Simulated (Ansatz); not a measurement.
# CHBrN (doublet): from Hartree-Fock to the top rungs at distance Br1–H2 along a hydrogen transfer = 1.659 Å, cc-pVDZ

How much of the correlation energy of CHBrN (doublet) does each wave-function method recover here?

The runs use Ansatz 0.2.0, Gaussian basis; cc-pVDZ, core rule «outside noble gas», up to 16 orbitals frozen.

To be run: UHF; CCSD(T) on ROHF; CCSD(T) on UHF; BCCD(T) on ROHF; CISD; CCSDT(Q) on ROHF; CCSDT(Q) on UHF; CASSCF and MRCISD+Q, 3 electrons in 3 orbitals; CASSCF and NEVPT2, 3 electrons in 3 orbitals.

**1. What is computed**

The geometry derives from fragments relaxed apart (PBE0/def2-TZVP) and kept rigid, so it is no stationary point. A hydrogen atom is moved between rigid fragments. No spin-orbit coupling is included. The filled d shell of Br may be among the frozen orbitals whatever the setting's name suggests; the logs give the count.

4 atoms, charge 0, spin multiplicity 2.

Atoms are counted from 1 here; the program's logs count them from 0.

Bond lengths: Br1–H2 1.659 Å, H2–C4 1.185 Å, N3–C4 1.160 Å. Angles: Br1–H2–C4 180.0°, H2–C4–N3 180.0°.

**2. UHF**

Contents of in.yaml:

```yaml
crystal:
  periodic: [false, false, false]
  atoms:
    - {symbol: Br, position_ang: [0.000000, 0.000000, -2.126771]}
    - {symbol: H, position_ang: [0.000000, 0.000000, -0.467771]}
    - {symbol: N, position_ang: [0.000000, 0.000000, 1.877313]}
    - {symbol: C, position_ang: [0.000000, 0.000000, 0.717229]}
basis:
  gaussian: {orbitals: cc-pVDZ}
magnetization: {spin_polarized: true, initial_magnetization: 1}
hamiltonian: {xc: hf}
output: {orbitals: {seedname: orbitals}}
```

Run with:

```sh
> ansatz run in.yaml --threads 1 --pin off --events-out ev --progress --plain --max-ram 2560MiB --backend cpu
```

The runs that follow: CCSD(T) on ROHF; CCSD(T) on UHF; BCCD(T) on ROHF; CISD; CCSDT(Q) on ROHF; CCSDT(Q) on UHF; CASSCF and MRCISD+Q, 3 electrons in 3 orbitals; CASSCF and NEVPT2, 3 electrons in 3 orbitals.

Before running them: what should the planned runs give, taken together? Wanted: UCCSDT(Q) below the RHF energy; RMP2 from UCCSDT(Q); UMP2 from UCCSDT(Q); RCCSD from UCCSDT(Q); RCCSD(T) from UCCSDT(Q); UCCSD(T) from UCCSDT(Q); RCCSDT(Q) from UCCSDT(Q); NEVPT2 pair from UCCSDT(Q); MRCISD+Q pair from UCCSDT(Q).

The runs gave:

```
                         quantity        value
   UCCSDT(Q) below the RHF energy  -11.9671 eV
              RMP2 from UCCSDT(Q)  +1049.0 meV
              UMP2 from UCCSDT(Q)  +1341.6 meV
             RCCSD from UCCSDT(Q)   +482.0 meV
          RCCSD(T) from UCCSDT(Q)    +64.5 meV
          UCCSD(T) from UCCSDT(Q)    +74.6 meV
         RCCSDT(Q) from UCCSDT(Q)     +2.4 meV
       NEVPT2 pair from UCCSDT(Q)  +1082.2 meV
     MRCISD+Q pair from UCCSDT(Q)   +318.7 meV
levels within 1 kcal/mol (43 meV)    RCCSDT(Q)
                    T1 diagnostic        0.022
```

**Reading.** RCCSD(T) misses by +64.5 meV, 0.5 % of the correlation energy. Of the multireference levels listed MRCISD+Q pair comes nearest in total energy (+318.7 meV), which doesn't show that its space is the better one. These misses are within one basis, not against nature; the frozen cores of restricted and unrestricted runs differ, which can shift their rows.
